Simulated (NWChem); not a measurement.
**BGeH3ClF (SMILES F[B](Cl)[GeH3]) at 4 levels**

Wanted: a comparison of 4 runs (HF/STO-3G, HF/3-21G, B3LYP/6-31G*) of BGeH3ClF. 

The calculation is run with NWChem 7.3.0.

## Step 1: The system as given

BGeH3ClF: 7 atoms, total charge 0, spin state singlet. As SMILES, `F[B](Cl)[GeH3]`. The coordinates come from a PBE0-D4/def2-TZVP relaxation.

Bond lengths: F1–B2 1.315 Å, B2–Cl3 1.753 Å, B2–Ge4 2.074 Å, Ge4–H5 1.536 Å, Ge4–H6 1.536 Å, Ge4–H7 1.536 Å. Angles: F1–B2–Cl3 117.1°, F1–B2–Ge4 122.0°, Cl3–B2–Ge4 120.8°, B2–Ge4–H5 111.7°, B2–Ge4–H6 109.3°, B2–Ge4–H7 109.3°, H5–Ge4–H6 109.2°, H5–Ge4–H7 109.2°, H6–Ge4–H7 108.1°.

## Step 2: Energy and gradient at HF/STO-3G (run 1)

File run.nw:

```
START run
memory 2200 mb

GEOMETRY noautosym nocenter noautoz
 F        1.459300      -1.647100       0.372000
 B        0.276900      -1.076100       0.436100
 Cl      -0.998600      -1.967600       1.242900
 Ge      -0.084700       0.798500      -0.374700
 H        1.173300       1.386400      -1.030300
 H       -0.565600       1.746300       0.734800
 H       -1.199400       0.691500      -1.426500
END

BASIS spherical bse
 * library STO-3G
END

SCF
 thresh 1e-08
 maxiter 80
 print medium
END

TASK scf gradient
```

Command:

```
nwchem run.nw > run.out
```

The log of the run:

```text
[...]
  functions       =    40
[...]
  wavefunction    = RHF
[...]
         Total SCF energy =  -2630.604263285761
      One-electron energy =  -4281.937826512895
      Two-electron energy =   1351.588804470986
 Nuclear repulsion energy =    299.744758756149
        Time for solution =      2.9s
[...]
                         RHF ENERGY GRADIENTS
    atom               coordinates                        gradient
                 x          y          z           x          y          z
   1 F       2.757677  -3.112568   0.702978    0.023709  -0.007936  -0.002989
   2 B       0.523265  -2.033534   0.824110   -0.044389  -0.023297   0.024284
   3 Cl     -1.887080  -3.718225   2.348740    0.021774   0.017511  -0.014883
   4 Ge     -0.160060   1.508946  -0.708080    0.009485  -0.024278   0.008984
   5 H       2.217216   2.619916  -1.946985    0.032461   0.016051  -0.017336
   6 H      -1.068829   3.300028   1.388571   -0.013327   0.024590   0.028909
   7 H      -2.266537   1.306746  -2.695694   -0.029712  -0.002641  -0.026969
[...]
```

Run time: 5.4 s. Hardware: 1 thread of Intel Xeon Platinum 8375C at 2.90GHz (Ice Lake), shared host; peak memory 0.099 GiB.

## Step 3: Energy and forces at HF/3-21G (run 2)

File m1.xyz:

```xyz
7
BClFGeH3
F      1.459300    -1.647100     0.372000
B      0.276900    -1.076100     0.436100
Cl    -0.998600    -1.967600     1.242900
Ge    -0.084700     0.798500    -0.374700
H      1.173300     1.386400    -1.030300
H     -0.565600     1.746300     0.734800
H     -1.199400     0.691500    -1.426500
```

File m1.nw:

```
START m1
TITLE "BClFGeH3"
memory stack 880 mb heap 220 mb global 1100 mb

GEOMETRY units angstrom noautosym nocenter noautoz
load m1.xyz
END

BASIS "ao basis" spherical bse
* library 3-21G
END

SCF
nopen 0
rhf
thresh 1e-08
maxiter 80
END

TASK scf gradient
```

Command:

```
nwchem m1.nw > m1.out
```

The log of the run:

```text
[...]
  functions       =    59
[...]
  wavefunction    = RHF
[...]
         Total SCF energy =  -2647.898469893256
      One-electron energy =  -4287.399725276511
      Two-electron energy =   1339.756496627106
 Nuclear repulsion energy =    299.744758756149
        Time for solution =      3.0s
[...]
                         RHF ENERGY GRADIENTS
    atom               coordinates                        gradient
                 x          y          z           x          y          z
   1 F       2.757677  -3.112568   0.702978   -0.026322   0.012600   0.001491
   2 B       0.523265  -2.033534   0.824110    0.008651  -0.022871   0.008684
   3 Cl     -1.887080  -3.718225   2.348740    0.016696   0.011643  -0.010540
   4 Ge     -0.160060   1.508946  -0.708080    0.002460  -0.005045   0.001690
   5 H       2.217216   2.619916  -1.946985   -0.000935   0.001746  -0.000566
   6 H      -1.068829   3.300028   1.388571   -0.000402   0.000734  -0.000818
   7 H      -2.266537   1.306746  -2.695694   -0.000149   0.001192   0.000059
[...]
```

Run time: 5.7 s. Hardware: 1 thread of Intel Xeon Platinum 8375C at 2.90GHz (Ice Lake), shared host; peak memory 0.1 GiB.

Run 3 isn't shown in full; the table further down has it.

## Step 4: Energy and gradient at B3LYP/6-31G(d) (spherical functions) (run 4)

File calc.nw:

```
start calc
memory total 2200 mb

geometry units angstrom noautosym nocenter noautoz
  F      1.459300    -1.647100     0.372000
  B      0.276900    -1.076100     0.436100
  Cl    -0.998600    -1.967600     1.242900
  Ge    -0.084700     0.798500    -0.374700
  H      1.173300     1.386400    -1.030300
  H     -0.565600     1.746300     0.734800
  H     -1.199400     0.691500    -1.426500
end

basis spherical bse
  * library 6-31G*
end

dft
  xc b3lyp
  grid xfine
  convergence energy 1e-08
  iterations 100
  mulliken
  print medium
end

task dft gradient
```

Command:

```
nwchem calc.nw > calc.out
```

The log of the run:

```text
[...]
          Wavefunction type:  closed shell.
          No. of atoms     :     7
          No. of electrons :    66
[...]
          Charge           :     0
          Spin multiplicity:     1
[...]
          AO basis - number of functions:    84
[...]
              XC Information
              --------------
                         B3LYP Method XC Potential
                     Hartree-Fock (Exact) Exchange  0.200
                        Slater Exchange Functional  0.800 local
                    Becke 1988 Exchange Functional  0.720 non-local
              Lee-Yang-Parr Correlation Functional  0.810
                  VWN I RPA Correlation Functional  0.190 local
[...]
 d= 0,ls=0.0,diis     1  -2663.4517174852 -2.96D+03  1.37D-02  6.24D-01     4.0
[...]
 d= 0,ls=0.0,diis     8  -2663.5346555950 -1.31D-10  5.40D-06  5.83D-07    25.6
         Total DFT energy =    -2663.534655594974
      One electron energy =    -4301.202030318598
           Coulomb energy =     1460.948943801323
    Exchange-Corr. energy =     -123.026327833848
 Nuclear repulsion energy =      299.744758756149
[...]
      Total Density - Mulliken Population Analysis
     ---------------------------------------------
    Atom       Charge   Shell Charges
 -----------   ------   -------------------------------------------------------
    1 F    9     9.21   2.00  0.94  3.33  0.98  1.95  0.01
    2 B    5     4.56   2.00  0.57  1.31  0.35  0.22  0.11
    3 Cl  17    17.12   2.00  2.00  5.97  1.41  3.65  0.52  1.56  0.02
    4 Ge  32    32.25   2.00  2.00  6.00  2.00  5.99  1.31  2.35  0.11  0.37  6.84  2.94  0.35
    5 H    1     0.96   0.49  0.47
    6 H    1     0.95   0.48  0.47
    7 H    1     0.95   0.48  0.47
[...]
  wavefunction    = closed shell
                         DFT ENERGY GRADIENTS
    atom               coordinates                        gradient
                 x          y          z           x          y          z
   1 F       2.757677  -3.112568   0.702978   -0.004960   0.001812   0.000561
   2 B       0.523265  -2.033534   0.824110   -0.000993  -0.003865   0.002182
   3 Cl     -1.887080  -3.718225   2.348740    0.005888   0.004201  -0.003759
   4 Ge     -0.160060   1.508946  -0.708080   -0.000907   0.001867  -0.000683
   5 H       2.217216   2.619916  -1.946985   -0.002284  -0.001474   0.001393
   6 H      -1.068829   3.300028   1.388571    0.001037  -0.002260  -0.001848
   7 H      -2.266537   1.306746  -2.695694    0.002217  -0.000282   0.002154
[...]
```

Run time: 42 s. Hardware: 1 thread of Intel Xeon Platinum 8375C at 2.90GHz (Ice Lake), shared host; peak memory 0.14 GiB.

## Step 5: Overview of the runs

```
run                               level  Cartesian functions  iteration cap   energy (Eh)  dipole moment (D)  HOMO energy (eV)  LUMO energy (eV)  wall time
  1                           HF/STO-3G                   no             80  -2630.604263               1.85             -9.34              6.34      5.4 s
  2                            HF/3-21G                   no             80  -2647.898470               1.66            -11.66              1.97      5.7 s
  3  B3LYP/6-31G* (Cartesian functions)                  yes            100  -2663.544507                  –                 –                 –       33 s
  4  B3LYP/6-31G* (spherical functions)                   no            100  -2663.534656               0.64             -8.21             -1.46       42 s
```

## Step 6: Summary of results

| quantity | value |
| --- | --- |
| run 4: total energy | -2663.53466 Eh |
| run 4: dipole moment | 0.64 D |
| run 4: HOMO energy | -8.21 eV |
| run 4: LUMO energy | -1.46 eV |
| run 4: HOMO–LUMO gap | 6.75 eV |
| run 4: largest force on an atom | 0.419 eV/Å |

Over runs 1, 2, 4 the dipole moment (its size) runs from 0.64 D (B3LYP/6-31G*) to 1.85 D (HF/STO-3G). The two ends differ in method and basis. Over runs 1, 2, 4 the HOMO–LUMO gap runs from 6.75 eV (B3LYP/6-31G*) to 15.67 eV (HF/STO-3G). In run 1 the basis is minimal, so the values are rough. All runs together took 86 s, the longest 42 s.
